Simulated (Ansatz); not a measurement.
# HgGeP3 (element-swapped structure): how the settings move a single-point run

How sensitive is a single-point run of HgGeP3 (element-swapped structure) to its settings? A reference run comes first, then four runs with altered input.

Program: Ansatz 0.2.0. Level of theory: reference: DFT PBE, plane waves, PAW, scalar-relativistic, no spin polarisation. These are calculated values, not measurements.

**1. Starting point**

It takes space group P2_1/m (No. 11, monoclinic). The conventional cell has a = 5.044 Å, b = 6.036 Å, c = 6.946 Å, α = 90.00°, β = 106.34°, γ = 90.00°. Ge (site symmetry m) is surrounded by 3 P at 2.01 to 2.02 Å. Around P (site symmetry m) lie 1 Ge at 2.02 Å. P (site symmetry 1) is surrounded by 1 Ge at 2.01 Å. Hg (site symmetry m) has 9 P at 2.94 to 3.24 Å as nearest neighbours.

Coordinates:

```
Ge P Hg
1.0
     6.94614    0.00000    0.00000
     0.00000    6.03569    0.00000
    -1.41892    0.00000    4.83980
Ge P Hg
2 6 2
Direct
  0.12050 0.25000 0.07380
  0.87950 0.75000 0.92620
  0.12560 0.25000 0.67610
  0.87440 0.75000 0.32390
  0.32330 0.00620 0.18780
  0.67670 0.50620 0.81220
  0.67670 0.99380 0.81220
  0.32330 0.49380 0.18780
  0.70570 0.25000 0.32570
  0.29430 0.75000 0.67430
```

**2. The reference run**

input.yaml reads:

```yaml
crystal:
  lattice:
    - [6.946136, 0.0, 0.0]
    - [0.0, 6.035695, 0.0]
    - [-1.418923, 0.0, 4.839799]
  atoms:
    - { symbol: Ge, position: [0.1205, 0.25, 0.0738] }
    - { symbol: Ge, position: [0.8795, 0.75, 0.9262] }
    - { symbol: P, position: [0.1256, 0.25, 0.6761] }
    - { symbol: P, position: [0.8744, 0.75, 0.3239] }
    - { symbol: P, position: [0.3233, 0.0062, 0.1878] }
    - { symbol: P, position: [0.6767, 0.5062, 0.8122] }
    - { symbol: P, position: [0.6767, 0.9938, 0.8122] }
    - { symbol: P, position: [0.3233, 0.4938, 0.1878] }
    - { symbol: Hg, position: [0.7057, 0.25, 0.3257] }
    - { symbol: Hg, position: [0.2943, 0.75, 0.6743] }
  symmetry: { tolerance: 0.0003 }
kpoints:
  mp_grid: { grid: [3, 3, 4], shift: [0, 0, 0] }
magnetization:
  spin_polarized: false
scf:
  occupations: { method: fermi_dirac, width: 0.0273 }
hamiltonian:
  pseudopotentials: { kind: paw }
  xc: pbe
basis:
  ecutwfc: 420
output:
  forces: true
  stress: true
  eigenvalues: true
```

Started as:

```console
> ansatz run input.yaml --threads 1 --pin off --max-ram 2560MiB --backend cpu --events-out ev --progress --plain --runs-dir out
```

The log of the run, shortened:

```text
Warning: RAYON_NUM_THREADS=1 ignored (pool sized by the plan → 1); use --threads N
[...]
Pseudopotentials: kind: paw
Pseudopotential: Ge, paw, valence charge 14, recommended cutoff 420 eV (normal), Ge.paw.azcp
Pseudopotential: P, paw, valence charge 5, recommended cutoff 420 eV (normal), P.paw.azcp
Pseudopotential: Hg, paw, valence charge 20, recommended cutoff 420 eV (normal), Hg.paw.azcp
Functional definition: PBE
[...]
Crystal: 10 atoms, lattice volume = 202.907 Å³
Basis set: ecut = 420 eV, 3983 PW (Γ), exchange–correlation on 96×90×72 points (8 copies of the dense FFT grid, shifted against one another)
Bands: 59, of which v1, the nominal top of the filled ones, is band 49 counted from 1 (48 counted from 0)
Symmetry: 4 space group operations
Space group: P21/m (ITA 11), of the structure as read, at distance tolerance 1.8e-3 Å
k-points: 14 of 36
[...]
SCF iter   1: F=—  HF=-40738.600830 eV  |F-HF|=—  |Δ(HF+E_count)|=         —  Δρ=3.81e-3  dr2=5.31e-2  ethr=1.77e-3  ⟨swp⟩=10.0  Hψ=3842  notcnv=0  defer=7
[...]
SCF iter   8: F=-40738.587291 eV  HF=-40738.587291 eV  |F-HF|=8.86e-9  |Δ(HF+E_count)|=   1.84e-7  Δρ=4.33e-6  dr2=7.40e-8  ethr=1.02e-10  ⟨swp⟩=12.7  Hψ=3862  notcnv=0
[...]
SCF converged after 8 iterations
Free energy (F): -40738.587291 eV
[...]
E sigma→0 (E₀):  -40738.576446 eV
Entropy (-TS):   -0.021690 eV (-2.169 meV/atom)
Fermi energy:    9.213355 eV
[...]
--- Forces (eV/Å), atoms counted from 1 ---
  atom   1  Ge    -8.19667621    -0.00000000     1.72153429
  atom   2  Ge     8.19667621     0.00000000    -1.72153429
  atom   3  P      1.35520717    -0.00000000    -4.90023871
  atom   4  P     -1.35520717     0.00000000     4.90023871
  atom   5  P      3.43952547    -4.24545593     1.31025952
  atom   6  P     -3.43952547    -4.24545593    -1.31025952
  atom   7  P     -3.43952547     4.24545593    -1.31025952
  atom   8  P      3.43952547     4.24545593     1.31025952
[...]
--- Stress (GPa, compression-positive) ---
       13.117695      -0.000000       0.181475
       -0.000000      19.915623       0.000000
        0.181475       0.000000      16.983940
  P = ⅓ Tr σ = 16.6724 GPa (166.724 kbar)
--- Band table (eV; the first three rows and the last of 14) ---
[...]
```

Run time: 8.7 s. Hardware: 1 thread of Intel Xeon Platinum 8488C (Sapphire Rapids), shared host; peak memory 0.65 GiB.

**3. Changed: mp_grid.grid [4, 4, 6]**

input.yaml, as its differences from that of step 2:

```diff
@@ -18,3 +18,3 @@
 kpoints:
-  mp_grid: { grid: [3, 3, 4], shift: [0, 0, 0] }
+  mp_grid: { grid: [4, 4, 6], shift: [0, 0, 0] }
 magnetization:
@@ -32 +32,5 @@
   eigenvalues: true
+  write_density: true
+  write_potential: true
+  elf: true
+  volumetric_format: npy
```

Started as:

```console
> ansatz run input.yaml --threads 1 --pin off --max-ram 2560MiB --backend cpu --events-out ev --progress --plain --runs-dir out
```

The log of the run, shortened:

```text
Warning: RAYON_NUM_THREADS=1 ignored (pool sized by the plan → 1); use --threads N
[...]
[... 5 set-up lines as earlier in the session ...]
[...]
Crystal: 10 atoms, lattice volume = 202.907 Å³
Basis set: ecut = 420 eV, 3983 PW (Γ), exchange–correlation on 96×90×72 points (8 copies of the dense FFT grid, shifted against one another)
Bands: 59, of which v1, the nominal top of the filled ones, is band 49 counted from 1 (48 counted from 0)
[... 2 set-up lines as earlier in the session ...]
k-points: 42 of 96
[...]
SCF converged after 8 iterations
Free energy (F): -40738.710707 eV
[...]
E sigma→0 (E₀):  -40738.699866 eV
Entropy (-TS):   -0.021681 eV (-2.168 meV/atom)
Fermi energy:    9.297056 eV
[...]
--- Forces (eV/Å), atoms counted from 1 ---
  atom   1  Ge    -8.37781348    -0.00000000     1.79211129
  atom   2  Ge     8.37781348     0.00000000    -1.79211129
  atom   3  P      1.53396851     0.00000000    -5.11686382
  atom   4  P     -1.53396851    -0.00000000     5.11686382
  atom   5  P      3.56574253    -4.15763818     1.38409527
  atom   6  P     -3.56574253    -4.15763818    -1.38409527
  atom   7  P     -3.56574253     4.15763818    -1.38409527
  atom   8  P      3.56574253     4.15763818     1.38409527
[...]
--- Stress (GPa, compression-positive) ---
       14.295398      -0.000000       0.484976
       -0.000000      17.236059       0.000000
        0.484976       0.000000      17.812241
  P = ⅓ Tr σ = 16.4479 GPa (164.479 kbar)
--- Band table (eV; the first three rows and the last of 42) ---
[...]
```

It took 32 s on 1 thread of Intel Xeon Platinum 8488C (Sapphire Rapids), shared host; peak memory 0.8 GiB.

Changing the k-point mesh moves the energy by -12.3 meV/atom, and the largest force goes from 8.38 to 8.57 eV/Å. Sampling errors of the energy have no fixed sign.

**4. Changed: occupations.method cold, occupations.width 0.1, eigensolver.kind davidson**

input.yaml, as its differences from that of step 2:

```diff
@@ -22,3 +22,4 @@
 scf:
-  occupations: { method: fermi_dirac, width: 0.0273 }
+  occupations: { method: cold, width: 0.1 }
+  eigensolver: { kind: davidson }
 hamiltonian:
```

Started as:

```console
> ansatz run input.yaml --threads 1 --pin off --max-ram 2560MiB --backend cpu --events-out ev --progress --plain --runs-dir out
```

The log of the run, shortened:

```text
Warning: RAYON_NUM_THREADS=1 ignored (pool sized by the plan → 1); use --threads N
[...]
[... 5 set-up lines as earlier in the session ...]
[...]
Crystal: 10 atoms, lattice volume = 202.907 Å³
Basis set: ecut = 420 eV, 3983 PW (Γ), exchange–correlation on 96×90×72 points (8 copies of the dense FFT grid, shifted against one another)
Bands: 59, of which v1, the nominal top of the filled ones, is band 49 counted from 1 (48 counted from 0)
[... 2 set-up lines as earlier in the session ...]
k-points: 14 of 36
[...]
Free energy (F): -40738.578176 eV
[...]
E sigma→0 (E₀):  -40738.576166 eV
Entropy (-TS):   -0.006031 eV (-0.603 meV/atom)
Fermi energy:    9.216262 eV
[...]
--- Forces (eV/Å), atoms counted from 1 ---
  atom   1  Ge    -8.20020344    -0.00000000     1.71652653
  atom   2  Ge     8.20020344     0.00000000    -1.71652653
  atom   3  P      1.34632609    -0.00000000    -4.89748160
  atom   4  P     -1.34632609     0.00000000     4.89748160
  atom   5  P      3.44862318    -4.23693219     1.31748124
  atom   6  P     -3.44862318    -4.23693219    -1.31748124
  atom   7  P     -3.44862318     4.23693219    -1.31748124
  atom   8  P      3.44862318     4.23693219     1.31748124
[...]
--- Stress (GPa, compression-positive) ---
       13.108048      -0.000000       0.197501
       -0.000000      19.804326       0.000000
        0.197501       0.000000      17.060633
  P = ⅓ Tr σ = 16.6577 GPa (166.577 kbar)
--- Band table (eV; the first three rows and the last of 14) ---
[...]
```

Run time: 13 s. Hardware: 1 thread of Intel Xeon Platinum 8488C (Sapphire Rapids), shared host; peak memory 0.63 GiB.

Changing the smearing and solver hardly moves the energy: 0.0 meV/atom. Cost: 13 s against 8.7 s.

**5. Changing settings: eigensolver.kind davidson**

input.yaml, as its differences from that of step 2:

```diff
@@ -23,2 +23,3 @@
   occupations: { method: fermi_dirac, width: 0.0273 }
+  eigensolver: { kind: davidson }
 hamiltonian:
@@ -32 +33,5 @@
   eigenvalues: true
+  write_density: true
+  write_potential: true
+  elf: true
+  volumetric_format: npy
```

Started as:

```console
> ansatz run input.yaml --threads 1 --pin off --max-ram 2560MiB --backend cpu --events-out ev --progress --plain --runs-dir out
```

The log of the run, shortened:

```text
Warning: RAYON_NUM_THREADS=1 ignored (pool sized by the plan → 1); use --threads N
[...]
[... 5 set-up lines as earlier in the session ...]
[...]
Crystal: 10 atoms, lattice volume = 202.907 Å³
Basis set: ecut = 420 eV, 3983 PW (Γ), exchange–correlation on 96×90×72 points (8 copies of the dense FFT grid, shifted against one another)
Bands: 59, of which v1, the nominal top of the filled ones, is band 49 counted from 1 (48 counted from 0)
[... 2 set-up lines as earlier in the session ...]
k-points: 14 of 36
[...]
SCF converged after 8 iterations
Free energy (F): -40738.587291 eV
[...]
E sigma→0 (E₀):  -40738.576446 eV
Entropy (-TS):   -0.021690 eV (-2.169 meV/atom)
Fermi energy:    9.213358 eV
[...]
--- Forces (eV/Å), atoms counted from 1 ---
  atom   1  Ge    -8.19668585    -0.00000000     1.72156988
  atom   2  Ge     8.19668585     0.00000000    -1.72156988
  atom   3  P      1.35522369    -0.00000000    -4.90026620
  atom   4  P     -1.35522369     0.00000000     4.90026620
  atom   5  P      3.43953522    -4.24545899     1.31026629
  atom   6  P     -3.43953522    -4.24545899    -1.31026629
  atom   7  P     -3.43953522     4.24545899    -1.31026629
  atom   8  P      3.43953522     4.24545899     1.31026629
[...]
--- Stress (GPa, compression-positive) ---
       13.117732      -0.000000       0.181454
       -0.000000      19.915646       0.000000
        0.181454       0.000000      16.984054
  P = ⅓ Tr σ = 16.6725 GPa (166.725 kbar)
--- Band table (eV; the first three rows and the last of 14) ---
[...]
```

It took 15 s on 1 thread of Intel Xeon Platinum 8488C (Sapphire Rapids), shared host; peak memory 0.62 GiB.

Energy and cycle count are those of the reference, so the change (solver) left the result and the number of cycles as they were.

**6. Variant: mixing.algorithm broyden, mixing.beta 0.2**

input.yaml, as its differences from that of step 2:

```diff
@@ -23,2 +23,3 @@
   occupations: { method: fermi_dirac, width: 0.0273 }
+  mixing: { algorithm: broyden, beta: 0.2 }
 hamiltonian:
@@ -32 +33,5 @@
   eigenvalues: true
+  write_density: true
+  write_potential: true
+  elf: true
+  volumetric_format: npy
```

Started as:

```console
> ansatz run input.yaml --threads 1 --pin off --max-ram 2560MiB --backend cpu --events-out ev --progress --plain --runs-dir out
```

The log of the run, shortened:

```text
Warning: RAYON_NUM_THREADS=1 ignored (pool sized by the plan → 1); use --threads N
[...]
[... 5 set-up lines as earlier in the session ...]
[...]
Crystal: 10 atoms, lattice volume = 202.907 Å³
Basis set: ecut = 420 eV, 3983 PW (Γ), exchange–correlation on 96×90×72 points (8 copies of the dense FFT grid, shifted against one another)
Bands: 59, of which v1, the nominal top of the filled ones, is band 49 counted from 1 (48 counted from 0)
[... 2 set-up lines as earlier in the session ...]
k-points: 14 of 36
[...]
Free energy (F): -40738.587291 eV
[...]
E sigma→0 (E₀):  -40738.576446 eV
Entropy (-TS):   -0.021690 eV (-2.169 meV/atom)
Fermi energy:    9.213388 eV
[...]
--- Forces (eV/Å), atoms counted from 1 ---
  atom   1  Ge    -8.19668028    -0.00000000     1.72159563
  atom   2  Ge     8.19668028     0.00000000    -1.72159563
  atom   3  P      1.35523234    -0.00000000    -4.90025429
  atom   4  P     -1.35523234     0.00000000     4.90025429
  atom   5  P      3.43954120    -4.24545340     1.31025333
  atom   6  P     -3.43954120    -4.24545340    -1.31025333
  atom   7  P     -3.43954120     4.24545340    -1.31025333
  atom   8  P      3.43954120     4.24545340     1.31025333
[...]
--- Stress (GPa, compression-positive) ---
       13.117611      -0.000000       0.181417
       -0.000000      19.915542       0.000000
        0.181416       0.000000      16.984057
  P = ⅓ Tr σ = 16.6724 GPa (166.724 kbar)
--- Band table (eV; the first three rows and the last of 14) ---
[...]
```

It took 15 s on 1 thread of Intel Xeon Platinum 8488C (Sapphire Rapids), shared host; peak memory 0.64 GiB.

The changed mixing doesn't alter the result here (within 0.5 meV/atom).

**7. Comparison**

| run | ending | energy change | pressure (GPa) | gap (eV) | force (eV/Å) | cycles | time |
| --- | --- | --- | --- | --- | --- | --- | --- |
| reference | converged | 0 | 16.7 | 0.00 | 8.38 | 8 | 8.7 s |
| 1: mp_grid.grid [4, 4, 6] | converged | -12.3 meV/atom | 16.4 | 0.00 | 8.57 | 8 | 32 s |
| 2: occupations.method cold, occupations.width 0.1, eigensolver.kind davidson | converged | 0.0 meV/atom (σ→0) | 16.7 | 0.00 | 8.38 | 8 | 13 s |
| 3: eigensolver.kind davidson | converged | 0.0 meV/atom | 16.7 | 0.00 | 8.38 | 8 | 15 s |
| 4: mixing.algorithm broyden, mixing.beta 0.2 | converged | 0.0 meV/atom | 16.7 | 0.00 | 8.38 | 13 | 15 s |

Times don't compare one to one where runs were asked for different outputs or read a saved state (see the inputs); cycles may leave out searches for a lower state.

Residual by cycle in the longest SCF loop of each run; runs are numbered as in the table. The quantity is the density residual dr2, in eV.

| cycle | reference | run 1 | run 2 | run 3 | run 4 |
| --- | --- | --- | --- | --- | --- |
| 1 | 0.0531 | 0.083 | 0.0511 | 0.0526 | 0.0531 |
| 2 | 0.0212 | 0.0281 | 0.0222 | 0.0226 | 0.037 |
| 3 | 0.00158 | 0.00187 | 0.00101 | 0.00103 | 0.00607 |
| 4 | 4.1e-4 | 3.2e-4 | 2.6e-4 | 2.4e-4 | 0.00372 |
| 5 | 8.7e-5 | 5.9e-5 | 7.2e-5 | 6.1e-5 | 5.3e-4 |
| 6 | 8.8e-6 | 5.2e-6 | 1.0e-5 | 9.4e-6 | 2.1e-4 |
| 8 | 7.4e-8 | 5.8e-8 | 7.3e-8 | 7.4e-8 | 2.6e-5 |
| 9 | - | - | - | - | 2.7e-6 |
| 10 | - | - | - | - | 1.4e-6 |
| 11 | - | - | - | - | 2.8e-7 |
| 12 | - | - | - | - | 1.4e-7 |
| 13 | - | - | - | - | 2.7e-8 |

The pressure spans 16.4 to 16.7 GPa over the reference and the converged variants. Semilocal functionals close small gaps, so the missing gap need not be the real solid's. The structure is not at rest: the sound run finds 17 GPa, so these are no properties of the relaxed crystal. 

The reference has limits of its own: its mesh is coarse for a cell with so small a gap or none; the structure is made up and not relaxed.
